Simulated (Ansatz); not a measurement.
Predict the output of the script below (the Ansatz DFT code, driven from Python).

Input file `POSCAR`:
```text
YbZn
1.0
   3.62900000    0.00000000    0.00000000
   0.00000000    3.62900000    0.00000000
   0.00000000    0.00000000    3.62900000
Yb Zn
1 1
Direct
   0.00000000    0.00000000    0.00000000
   0.50000000    0.50000000    0.50000000
```

Script `xc_ybzn.py`:
```python
'''One structure of YbZn under several functionals.'''

import csv

import ansatz as az
from ase.io import read

atoms = read('POSCAR', format='vasp')
structure = az.Crystal.from_ase(atoms)

base = (
    structure.calculation()
    .occupations('fermi_dirac')
    .scf(tolerance=1e-05, extra_bands=6, lower_state_search='standard')
    .kpoints(8, center='gamma')
    .accuracy('low')
    .basis(12 * az.Ha, density_ratio=6)
    .forces()
    .stress()
)

rows = []
for value in ['blyp', 'pbesol', 'r2scan']:
    report = base.functional(value).run(threads=1).report
    rows.append((value, report['free_energy_ev'] / len(report['lattice']['sites']), report['n_iterations'], sum(report['stress_gpa'][i][i] for i in range(3)) / 3, max(abs(f) for row in report['forces_ev_ang'] for f in row), report['n_kpoints']))

with open('xc.csv', 'w', newline='') as handle:
    writer = csv.writer(handle)
    writer.writerow(['functional', 'F/atom (eV)', 'iterations', 'P (GPa)', 'max component (eV/A)', 'k-points'])
    writer.writerows([round(v, 5) if isinstance(v, float) else v for v in row] for row in rows)
print(open('xc.csv').read())
```

`python xc_ybzn.py` gives:
```text
DeckWarning: basis.ecutwfc = 326.536634951856 eV is below the records' recommended 420 eV, and the density's cutoff is lower with it unless basis.ecutrho_ratio is high enough to keep the records' density cutoff: compare with a run at a higher cutoff
DeckWarning: scf.convergence.dr2_threshold = 1e-5 eV is looser than this run's default, which is 1e-7 eV or tighter. The error in the forces grows as the threshold's square root, so leave the key out unless less accurate forces are enough
DeckWarning: output.stress: scf.convergence.dr2_threshold = 1e-5 eV is looser than the 2e-10 eV advised for a printed stress (1e-10 eV for each atom of the cell: 2). What an SCF threshold leaves in a stress goes as its square root, and in the free energy as the threshold itself, and one threshold admits the most on a [...]
DeckWarning: basis.ecutwfc = 326.536634951856 eV is below the records' recommended 500 eV, and the density's cutoff is lower with it unless basis.ecutrho_ratio is high enough to keep the records' density cutoff: compare with a run at a higher cutoff
DeckWarning: basis.ecutrho_ratio = 6 (ecutrho = 1959.219809711136 eV) is below the records' recommended 2000 eV
functional,F/atom (eV),iterations,P (GPa),max component (eV/A),k-points
blyp,-8573.75237,7,1.11123,0.0,35
pbesol,-8478.99167,6,-3.97937,0.0,35
r2scan,-8566.09958,11,-2.75335,0.0,35
```
(Warnings from the package without file and line, shortened.)

What to keep in mind:
- The cutoff lies under the one recommended for these potentials.
- Semilocal functionals put the nearly full 4f shell of Yb too close to the Fermi level.
- Under the recommended cutoff a pressure can be off by several GPa, even in sign.
- BLYP can be off by several per cent in the lattices of metals, and by several GPa in the pressure at a fixed cell.
- The mesh is modest for a metal, so energies can be off by several to tens of meV an atom and pressures by half a GPa or more; differences at equal mesh fare better.
- Forces vanish by symmetry here and test nothing.
- Pressure is positive in compression.
- The structure is a deposited one; some such entries were measured under pressure or heat, so a shift against it needn't be the functional's error alone.
- Total energies of different functionals can't be compared; pressures, moments and gaps at this one structure can.
- It ran for 18 s on 1 thread of Arm Neoverse N1, with other jobs on the host, peak memory 0.5 GiB.
